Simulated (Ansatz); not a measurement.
**F2H6Si2Sn: one species, many methods**

Aim: compute F2H6Si2Sn with functionals from several rungs and with coupled cluster, and see how far each lands from CCSD(T) at the basis-set limit for the atomisation energy.

Program: Ansatz 0.2.0, Gaussian basis. Level of theory: functionals in def2-TZVPP, the program's frozen cores in correlated methods. These are calculated values, not measurements.

Levels to be run: LDA (SPW92), PBE-D4, revPBE-D4, BLYP-D4, r2SCAN-D4, B97M-V, PBE0-D4, B3LYP-D4, r2SCANh-D4, r2SCAN0-D4, HSE06-D4, BHLYP-D4, CAM-B3LYP-D4, LC-ωPBE, ωB97X-V, ωB97M-V, B2PLYP, PBE-QIDH; CCSD(T)/def2-SVP; CCSD(T)/def2-TZVPP; MP2/def2-QZVPP; extrapolation to the limit; RPA on PBE.

## Step 1: The relaxed structure

All runs share one geometry, relaxed beforehand with PBE0-D4 in a triple-zeta def2 set. Sn takes the def2 core potential; no spin-orbit term is included.

11 atoms, charge 0, spin multiplicity 1.

Atoms are counted from 1 here; the program's logs count them from 0.

Bond lengths: F1–Sn2 1.928 Å, Sn2–F3 1.928 Å, Sn2–Si4 2.574 Å, Sn2–Si5 2.574 Å, Si4–H6 1.484 Å, Si4–H7 1.484 Å, Si4–H8 1.482 Å, Si5–H9 1.484 Å, Si5–H10 1.482 Å, Si5–H11 1.484 Å. Angles: F1–Sn2–F3 101.9°, F1–Sn2–Si4 105.1°, F1–Sn2–Si5 105.1°, F3–Sn2–Si4 105.1°, F3–Sn2–Si5 105.1°, Si4–Sn2–Si5 131.1°, Sn2–Si4–H6 108.6°, Sn2–Si4–H7 108.5°, Sn2–Si4–H8 108.1°, H6–Si4–H7 109.9°, H6–Si4–H8 110.8°, H7–Si4–H8 110.8°, Sn2–Si5–H9 108.5°, Sn2–Si5–H10 108.1°, Sn2–Si5–H11 108.6°, H9–Si5–H10 110.8°, H9–Si5–H11 109.9°, H10–Si5–H11 110.8°.

## Step 2: LDA

This LDA is Slater exchange with PW92 correlation.

The input, in.yaml:

```yaml
crystal:
  periodic: [false, false, false]
  atoms:
    - {symbol: F, position_ang: [-0.011932, -2.382899, -0.331817]}
    - {symbol: Sn, position_ang: [0.135138, -0.572490, 0.315816]}
    - {symbol: F, position_ang: [0.757855, -0.846142, 2.120290]}
    - {symbol: Si, position_ang: [-2.291057, 0.251938, 0.561666]}
    - {symbol: Si, position_ang: [2.145021, 0.429909, -0.942003]}
    - {symbol: H, position_ang: [-2.897461, 0.345606, -0.789955]}
    - {symbol: H, position_ang: [-2.271632, 1.592098, 1.199626]}
    - {symbol: H, position_ang: [-3.026297, -0.721838, 1.403053]}
    - {symbol: H, position_ang: [2.421289, 1.779814, -0.389885]}
    - {symbol: H, position_ang: [3.307451, -0.468256, -0.745031]}
    - {symbol: H, position_ang: [1.797024, 0.535260, -2.381162]}
basis:
  gaussian: {orbitals: def2-TZVPP}
hamiltonian: {xc: lda}
output: {orbitals: {seedname: orbitals}}
```

Launch:

```bash
ansatz run in.yaml --threads 4 --pin off --events-out ev --progress --plain --max-ram 11315MiB
```

After this run come: PBE-D4 (GGA); revPBE-D4 (GGA); BLYP-D4 (GGA); r2SCAN-D4 (meta-GGA); B97M-V (meta-GGA); PBE0-D4 (hybrid); B3LYP-D4 (hybrid); r2SCANh-D4 (hybrid); r2SCAN0-D4 (hybrid); HSE06-D4 (hybrid); BHLYP-D4 (hybrid); CAM-B3LYP-D4 (range-separated); LC-ωPBE (range-separated); ωB97X-V (range-separated); ωB97M-V (range-separated); B2PLYP (double hybrid); PBE-QIDH (double hybrid); CCSD(T) in def2-SVP; CCSD(T) in def2-TZVPP; MP2 in def2-QZVPP; RPA on PBE orbitals.

Before running them: what should the planned runs give, taken together? Wanted: atomisation energy, CCSD(T)/CBS; farthest beyond LDA; mean size of error, GGA; mean size of error, meta-GGA; mean size of error, hybrid; mean size of error, range-separated; mean size of error, double hybrid; gap, smallest and largest; T1 diagnostic.

As calculated:

```
                               quantity                                      value
        atomisation energy, CCSD(T)/CBS                              3286.0 kJ/mol
 functionals within 32.9 kJ/mol (1.0 %)   r2SCAN-D4, B97M-V, CAM-B3LYP-D4, ωB97X-V
                    farthest beyond LDA                   BHLYP-D4 (-117.6 kJ/mol)
                mean size of error, GGA                                66.4 kJ/mol
           mean size of error, meta-GGA                                15.2 kJ/mol
             mean size of error, hybrid                                81.1 kJ/mol
    mean size of error, range-separated                                33.3 kJ/mol
      mean size of error, double hybrid                                91.5 kJ/mol
              gap, smallest and largest  4.69 eV (LDA (SPW92)), 11.10 eV (LC-ωPBE)
                          T1 diagnostic                                     0.0145
triples share of the correlation energy                                      3.0 %
```

What this shows: LDA overbinds by 376.6 kJ/mol (11 %). PBE-D4 misses by -37.5 kJ/mol. Double hybrids carry the basis error of their MP2 part in triple zeta, and no dispersion term here, so their miss is partly the set-up's. By mean error the best rung here is meta-GGA (15.2 kJ/mol) and the worst beyond LDA is double hybrid (91.5 kJ/mol). hybrid functionals lie within the reference's doubt of that worst mean (81.1 kJ/mol), so those two tie. The reference freezes the cores and leaves out spin-orbit coupling and excitations past (T), and its outer-core shells are covered unevenly, so misses under about 32.9 kJ/mol can't be ranked. All levels share the lack of spin-orbit coupling, which lowers the free heavy atoms and so the true binding. Hartree-Fock recovers 72 % of the binding; the rest is correlation. CCSD(T) in def2-SVP is off by -285.2 kJ/mol, so the small basis spoils what the method gains. The gap grows from 4.7 to 11.1 eV across the functionals, mostly with the share of exact exchange. Correlated methods include outer-core shells of Sn, which these sets cover unevenly.
